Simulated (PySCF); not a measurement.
**[Pr(BH4)2]+: other functionals and bases at one geometry**

An exercise on one series of results from a longer session: the logs are not shown, and one member is left open.

Computed with PySCF 2.14.0. Level: several levels, as the steps say, no spin–orbit coupling.

1 further run of the same task is left out (for a known fault of the program).

### The system as given

11 atoms, charge 1, spin multiplicity 1.

Bond lengths: Pr1–B2 2.464 Å, Pr1–H4 2.223 Å, Pr1–H5 2.324 Å, Pr1–H6 2.230 Å, Pr1–B7 2.464 Å, Pr1–H9 2.223 Å, Pr1–H10 2.324 Å, Pr1–H11 2.230 Å, B2–H3 1.198 Å, B2–H4 1.269 Å, B2–H5 1.256 Å, B2–H6 1.271 Å, B7–H8 1.198 Å, B7–H9 1.269 Å, B7–H10 1.256 Å, B7–H11 1.271 Å. Angles: B2–Pr1–H4 30.9°, B2–Pr1–H5 30.2°, B2–Pr1–H6 30.9°, B2–Pr1–B7 110.6°, B2–Pr1–H9 87.7°, B2–Pr1–H10 139.4°, B2–Pr1–H11 100.5°, H4–Pr1–H5 52.4°, H4–Pr1–H6 52.8°, H4–Pr1–B7 87.7°, H4–Pr1–H9 75.7°, H4–Pr1–H10 117.7°, H4–Pr1–H11 70.6°, H5–Pr1–H6 52.1°, H5–Pr1–B7 139.4°, H5–Pr1–H9 117.7°, H5–Pr1–H10 169.5°, H5–Pr1–H11 120.4° and more.

Coordinates:

```xyz
11
B2H8Pr
Pr    0.0000    0.0000   -0.4882
B     2.0258   -0.0001    0.9142
H     2.9516    0.0201    1.6749
H     1.1052   -0.7991    1.2678
H     2.2946   -0.3037   -0.2749
H     1.4115    1.1097    0.8336
B    -2.0258    0.0001    0.9142
H    -2.9516   -0.0200    1.6749
H    -1.1052    0.7991    1.2678
H    -2.2945    0.3037   -0.2749
H    -1.4115   -1.1097    0.8336
```

Formal oxidation states: Pr +3. Each metal's 2 4f electrons lie in its core potential, so multiplicities, spins and levels count the valence alone. An earlier session relaxed this geometry at PBE0, Pr lcecp-1-SVP with ECP48, B def2-SVP, H def2-SVP (singlet, point group C2).

At PBE0 on the finer grid: E = -87.025965 Eh, HOMO -13.78 eV, LUMO -7.54 eV, Mulliken charge on Pr1 +1.04 e, largest force component 0.014 eV/Å. 

Levels to run: HF; r2SCAN; PBE0, TZVP. Hardware: 2 threads of Arm Neoverse V1, shared host.

The first run:

File run.py (the lines that set the calculation):

```python
mol = gto.M(atom='''
Pr     0.00000    -0.00003    -0.48820
B      2.02577    -0.00009     0.91415
H      2.95162     0.02006     1.67488
H      1.10524    -0.79913     1.26777
H      2.29457    -0.30370    -0.27486
H      1.41148     1.10966     0.83355
B     -2.02577     0.00010     0.91416
H     -2.95162    -0.02003     1.67490
H     -1.10522     0.79913     1.26781
H     -2.29454     0.30371    -0.27487
H     -1.41152    -1.10968     0.83358''',
    basis={'Pr': 'lcecp-1-SVP', 'B': 'def2-SVP', 'H': 'def2-SVP'},
    ecp={'Pr': 'lcecp-1-SVP'},
    charge=1, spin=0)
mf = scf.RHF(mol)
mf = mf.density_fit()  # fitting sets: Pr AutoAux, B def2-universal-JKFIT, H def2-universal-JKFIT
mf.conv_tol = 1e-08; mf.max_cycle = 55
mf.kernel(dm0)  # dm0: the density of the relaxed state
```

Launch:

```console
> OMP_NUM_THREADS=2 python run.py
```

Steps of the session up to this table: HF; r2SCAN; PBE0, TZVP.

One table of the session follows, with a row left open; its other results are not shown here.

```
              level  HOMO (eV)  gap (eV)  charge on Pr1 (e)  dipole (D)  largest force component (eV/Å)
PBE0 (relaxed here)     -13.78      6.24               1.04        4.91                            0.01
                 HF          ?         ?                  ?           ?                               ?
             r2SCAN     -12.71      4.73               1.06        4.83                            0.30
         PBE0, TZVP     -13.78      6.29               1.30        4.88                            0.24
```

Estimate the missing values for HF.

The run gave: HOMO (eV): -17.15; gap (eV): 12.24; charge on Pr1 (e): 1.54; dipole (D): 6.02; largest force component (eV/Å): 0.59. In the column «HOMO (eV)» it is the lowest.

The dipole of a charged species depends on the origin, so these sizes hold for this origin alone.

In one basis the HOMO–LUMO gap runs from 4.73 eV (r2SCAN) to 12.24 eV (HF). The largest leftover force, 0.59 eV/Å with HF, stands at a geometry relaxed at another level. With 4f in the core, its levels are missing from HOMO and gap, and its count is fixed, so no charge can pass from the ligands into it. Total energies of different levels can't be compared.
